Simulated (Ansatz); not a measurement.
This was printed by a script on Ansatz 0.2.0, Python API, for a check of PAW against all-electron LAPW of InAg, space group Pm-3m. What did the script look like? Use (first run): PBEsol, PAW, the default cutoff (420 eV here), 4×4×4 k-points, Gaussian smearing of 0.02 eV.

```
In Ag
1.0
     3.46479    0.00000    0.00000
     0.00000    3.46479    0.00000
     0.00000    0.00000    3.46479
In Ag
1 1
Direct
  0.50000 0.50000 0.50000
  0.00000 0.00000 0.00000
```

```console
$ python inag_paw_lapw.py
DeckWarning: basis.ecutwfc = 420 eV, auto-derived from the records' recommended cutoffs: set by In (normal level)
DeckWarning: output.stress: scf.convergence.dr2_threshold = 1e-9 eV is looser than the 2e-10 eV advised for a printed stress (1e-10 eV for each atom of the cell: 2). What an SCF threshold leaves in a stress goes as its square root, and in the free energy as [...]
PAW levels at the first k-point near E_F: [-4.93  -4.93  -4.401 -4.316 -4.316  2.128  2.59   2.59 ]
LAPW levels at the first k-point near E_F: [-4.932 -4.932 -4.402 -4.318 -4.318  2.127  2.589  2.589]
treatment  electrons in bands   P GPa  gap by band count eV
      PAW                32.0 -3.0066                   0.0
     LAPW                40.0 -2.9957                   0.0
```
(Warnings from the package without file and line, shortened.)

The script that was run (others could print the same):

Script `inag_paw_lapw.py`:
```python
# -*- coding: utf-8 -*-
import ansatz as az
import numpy as np
import pandas as pd

params = {
    "kmesh": (4, 4, 4),
    "tolerance": 1e-09,
    "max_iterations": 80,
    "xc": "pbesol",
    "occupations": "Gaussian",
    "smearing_width": 0.02,
}


def count_gap(report):
    # lowest empty less highest filled band, counting bands; zero where they overlap
    return max(report.get("gap_by_band_count_ev") or 0.0, 0.0)

cell = (
    az.Lattice.of([3.46478866, 0.0, 0.0], [0.0, 3.46478866, 0.0], [0.0, 0.0, 3.46478866])
    .atom("In", [0.5, 0.5, 0.5])
    .atom("Ag", [0.0, 0.0, 0.0])
)

job = (
    cell.calculation()
    .kpoints(*params["kmesh"], shift=0.5)
    .scf(tolerance=params["tolerance"], max_iterations=params["max_iterations"])
    .functional(params["xc"])
    .occupations(params["occupations"], width=params["smearing_width"])
    .stress()
    .forces()
    .band_table()
)
variants = {
    "PAW": job.pseudopotentials("paw"),
    "LAPW": job.pseudopotentials("all_electron", lapw=True),
}
rows = []
for label, variant in variants.items():
    rep = variant.run().report
    levels = np.array(rep["eigenvalues_ev"][0]) - rep["fermi_energy_ev"]
    print(label, "levels at the first k-point near E_F:", np.round(levels[np.abs(levels) < 5], 3))
    rows.append((label, rep["n_electrons"], np.trace(rep["stress_gpa"]) / 3, count_gap(rep)))
print(pd.DataFrame(rows, columns=["treatment", "electrons in bands", "P GPa", "gap by band count eV"]).round(4).to_string(index=False))
```

PAW gives -3.007 GPa and LAPW -2.996 GPa, 0.011 GPa apart. They took 0.5 and 3.1 s of processor time.

Reading the output:
- These settings explore the input space; cutoff and mesh may be short of convergence.
- The computed bands are complete only to about 5.2 eV above the Fermi level.
- For a metal this mesh is far too coarse, so the numbers only illustrate the procedure.
- A gap by band count of zero or less means overlapping bands, a metal.
- The structure comes from a database of computed cells and needn't be a stable or known phase.
- Levels are Kohn-Sham eigenvalues on this mesh, without spin-orbit coupling.
- Pressure is positive in compression; the treatments may keep other shells as core, so totals and counts of electrons can differ.
- Run time: 4.8 s on 1 thread of Arm Neoverse V1 (shared host), peak memory 0.45 GiB.
